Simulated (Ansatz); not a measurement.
# ClH₃Se₃Zr: up Jacob's ladder to CCSD(T)

An exercise on one series of results from a longer session: the logs are not shown, and one member is left open.

Method: functionals in def2-TZVPP, the program's frozen cores in correlated methods; program: Ansatz 0.2.0, Gaussian basis.

Levels to be run: LDA (SPW92), PBE-D4, revPBE-D4, BLYP-D4, r2SCAN-D4, B97M-V, PBE0-D4, B3LYP-D4, r2SCANh-D4, r2SCAN0-D4, HSE06-D4, BHLYP-D4, CAM-B3LYP-D4, LC-ωPBE, ωB97X-V, ωB97M-V, B2PLYP, PBE-QIDH; CCSD(T)/def2-SVP; MP2/def2-TZVPP; MP2/def2-QZVPP; RPA on PBE.

**Structure used throughout**

All runs share one geometry, relaxed beforehand with PBE0-D4 in a triple-zeta def2 set. Zr takes the def2 core potential; no spin-orbit term is included.

8 atoms, charge 0, spin multiplicity 1.

Atoms are counted from 1 here; the program's logs count them from 0.

Bond lengths: Cl1–Zr2 2.323 Å, Zr2–Se3 2.550 Å, Zr2–Se4 2.549 Å, Zr2–Se5 2.559 Å, Se3–H6 1.477 Å, Se4–H7 1.474 Å, Se5–H8 1.475 Å. Angles: Cl1–Zr2–Se3 112.2°, Cl1–Zr2–Se4 111.3°, Cl1–Zr2–Se5 110.5°, Se3–Zr2–Se4 103.6°, Se3–Zr2–Se5 108.6°, Se4–Zr2–Se5 110.4°, Zr2–Se3–H6 87.5°, Zr2–Se4–H7 86.6°, Zr2–Se5–H8 86.0°.

Geometry (Å):

```xyz
8
ClH3Se3Zr
Cl   -2.7990   -0.6048    0.5171
Zr   -0.5196   -0.2878    0.2029
Se    0.3403    1.7862    1.4125
Se    0.8296   -2.1856    1.2386
Se    0.0192   -0.0640   -2.2885
H    -0.7017    2.5534    0.7002
H     1.7370   -2.0512    0.0846
H     1.0941    0.8538   -1.8675
```

Set-up of the first run:

Contents of in.yaml:

```yaml
crystal:
  periodic: [false, false, false]
  atoms:
    - {symbol: Cl, position_ang: [-2.798975, -0.604764, 0.517060]}
    - {symbol: Zr, position_ang: [-0.519597, -0.287761, 0.202935]}
    - {symbol: Se, position_ang: [0.340327, 1.786193, 1.412523]}
    - {symbol: Se, position_ang: [0.829582, -2.185648, 1.238628]}
    - {symbol: Se, position_ang: [0.019218, -0.064039, -2.288466]}
    - {symbol: H, position_ang: [-0.701669, 2.553416, 0.700228]}
    - {symbol: H, position_ang: [1.737031, -2.051224, 0.084580]}
    - {symbol: H, position_ang: [1.094091, 0.853827, -1.867489]}
basis:
  gaussian: {orbitals: def2-TZVPP}
hamiltonian: {xc: lda}
output: {orbitals: {seedname: orbitals}}
```

On the command line:

```
> ansatz run in.yaml --threads 4 --pin off --events-out ev --progress --plain --max-ram 11315MiB
```

Among the steps run: LDA; PBE-D4 (GGA); revPBE-D4 (GGA); BLYP-D4 (GGA); r2SCAN-D4 (meta-GGA); B97M-V (meta-GGA); B3LYP-D4 (hybrid); r2SCANh-D4 (hybrid); r2SCAN0-D4 (hybrid); HSE06-D4 (hybrid); BHLYP-D4 (hybrid); CAM-B3LYP-D4 (range-separated); LC-ωPBE (range-separated); ωB97X-V (range-separated); ωB97M-V (range-separated); B2PLYP (double hybrid); PBE-QIDH (double hybrid).

One table of the session follows, with a row left open; its other results are not shown here.

It belongs to the step «Orbital energies across the functionals». 

```
  functional  HOMO (eV)  LUMO (eV)  gap (eV)
 LDA (SPW92)      -6.58      -3.54      3.03
      PBE-D4      -6.40      -3.33      3.08
   revPBE-D4      -6.34      -3.25      3.09
     BLYP-D4      -6.21      -3.17      3.04
   r2SCAN-D4      -6.70      -3.23      3.47
      B97M-V          ?          ?         ?
     PBE0-D4      -7.50      -2.58      4.92
    B3LYP-D4      -7.25      -2.75      4.50
  r2SCANh-D4      -7.10      -2.94      4.15
  r2SCAN0-D4      -7.69      -2.51      5.19
    HSE06-D4      -7.11      -2.95      4.15
    BHLYP-D4      -8.42      -1.63      6.78
CAM-B3LYP-D4      -8.71      -1.52      7.19
     LC-ωPBE     -10.06      -0.50      9.55
     ωB97X-V      -9.71      -0.55      9.16
     ωB97M-V      -9.57      -0.61      8.96
```

Estimate the missing values for B97M-V.

**Answer.** HOMO (eV): -6.71; LUMO (eV): -3.17; gap (eV): 3.54. In the column «HOMO (eV)» it lies between r2SCANh-D4 (-7.10) and r2SCAN-D4 (-6.70).
